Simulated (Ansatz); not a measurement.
**FH2ISSi: basis-set convergence**

How large a basis does FH2ISSi need? Two functionals are run in growing sets.

Program: Ansatz 0.2.0, Gaussian basis. Level of theory: one geometry, several basis sets. These are calculated values, not measurements.

Levels to be run: PBE0-D4/def2-SVP; ωB97M-V/def2-SVP; PBE0-D4/def2-QZVPP; ωB97M-V/def2-QZVPP; the functionals' def2-TZVPP values are taken from earlier runs.

### Step 1. Structure used throughout

The geometry comes from an earlier relaxation with PBE0-D4 in a triple-zeta def2 set; it is a stationary point. I takes the def2 core potential; no spin-orbit term is included.

SMILES `F[SiH](S)I`, 6 atoms, charge 0, spin multiplicity 1.

Atoms are counted from 1 here; the program's logs count them from 0.

Bond lengths: F1–Si2 1.591 Å, Si2–S3 2.109 Å, Si2–I4 2.425 Å, Si2–H5 1.474 Å, S3–H6 1.345 Å. Angles: F1–Si2–S3 111.7°, F1–Si2–I4 106.3°, F1–Si2–H5 108.4°, S3–Si2–I4 112.4°, S3–Si2–H5 107.4°, I4–Si2–H5 110.6°, Si2–S3–H6 94.1°.

### Step 2. PBE0-D4 in def2-SVP

The input, in.yaml:

```yaml
crystal:
  periodic: [false, false, false]
  atoms:
    - {symbol: F, position_ang: [-0.102952, -1.620806, 0.774884]}
    - {symbol: Si, position_ang: [0.336611, -0.388646, -0.131160]}
    - {symbol: S, position_ang: [-1.331648, 0.618550, -0.938795]}
    - {symbol: I, position_ang: [1.688770, 1.046205, 1.279985]}
    - {symbol: H, position_ang: [1.130447, -0.901662, -1.262426]}
    - {symbol: H, position_ang: [-1.679128, 1.182359, 0.231311]}
basis:
  gaussian: {orbitals: def2-SVP}
hamiltonian: {xc: pbe0, dispersion: d4}
output: {orbitals: {seedname: orbitals}}
```

Launch:

```console
> ansatz run in.yaml --threads 2 --pin off --events-out ev --progress --plain --max-ram 4352MiB
```

After this run come: ωB97M-V in def2-SVP; PBE0-D4 in def2-QZVPP; ωB97M-V in def2-QZVPP.

Before running them: what should the planned runs give, taken together? Wanted: PBE0-D4: double and triple zeta above quadruple; ωB97M-V: double and triple zeta above quadruple.

As calculated:

| quantity | value |
| --- | --- |
| PBE0-D4: double and triple zeta above quadruple | 11.31, 0.79 eV |
| ωB97M-V: double and triple zeta above quadruple | 11.32, 0.74 eV |

For PBE0-D4 the step from double to triple zeta gains 10.52 eV and the next only 0.79 eV. These are total energies; as a rule much of such shifts cancels in differences, which this series doesn't test. The LUMO of ωB97M-V is positive and keeps falling with the basis (1.26 to 0.75 eV): an unbound level that the basis holds in place.
